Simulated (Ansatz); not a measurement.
Ta3N:

```
Ta N
1.0
     3.03222    0.00000    0.00000
    -1.51611    2.62598    0.00000
     0.00000    0.00000    7.52414
Ta N
3 1
Direct
  0.66667 0.33333 0.82607
  0.33333 0.66667 0.17393
  0.00000 0.00000 0.50000
  0.00000 0.00000 0.00000
```

The cell comes from a database or a generator and needn't be the stable form of this composition.

```yaml
Program: Ansatz 0.2.0
Task: single point
Functional: PBEsol
Potentials_or_basis: all-electron LAPW, scalar-relativistic
Cutoff: 364 eV (chosen from the basis error)
Basis_error_allowed: 0.001 eV/atom
k_mesh: 10 × 10 × 4
Occupations: fermi-dirac, width 0.05 eV
Spin: no spin polarisation
```

On this cell: pressure -8.0 GPa; largest force 0.395 eV/Å; band gap on the k mesh none (metal or under the smearing width).

The same run follows on a disturbed copy (atoms moved at random, drawn with an rms of 0.05 Å):

```
CELL_PARAMETERS angstrom
3.03222 0.00000 0.00000
-1.51611 2.62598 0.00000
0.00000 0.00000 7.52414
ATOMIC_POSITIONS crystal
Ta 0.67856 0.35183 0.82240
Ta 0.34771 0.66490 0.17549
Ta 0.99945 0.00065 0.49519
N 0.99628 0.01546 0.99323
```

Q: What does the disturbed cell give?

A: The energy (extrapolated to zero smearing) moves by +16.1 meV/atom; pressure -8.2 GPa; largest force 1.163 eV/Å; band gap on the k mesh none (metal or under the smearing width).

Forces in eV/Å, atoms in the order of the input:
```
Ta  -0.258 -0.012  0.187
Ta  -0.348  0.170 -1.096
Ta  -0.004  0.024  0.349
N    0.611 -0.183  0.560
```

Stress tensor (GPa, compression positive):
```
-9.09  0.03 -0.45
 0.03 -8.35  0.58
-0.45  0.58 -7.06
```
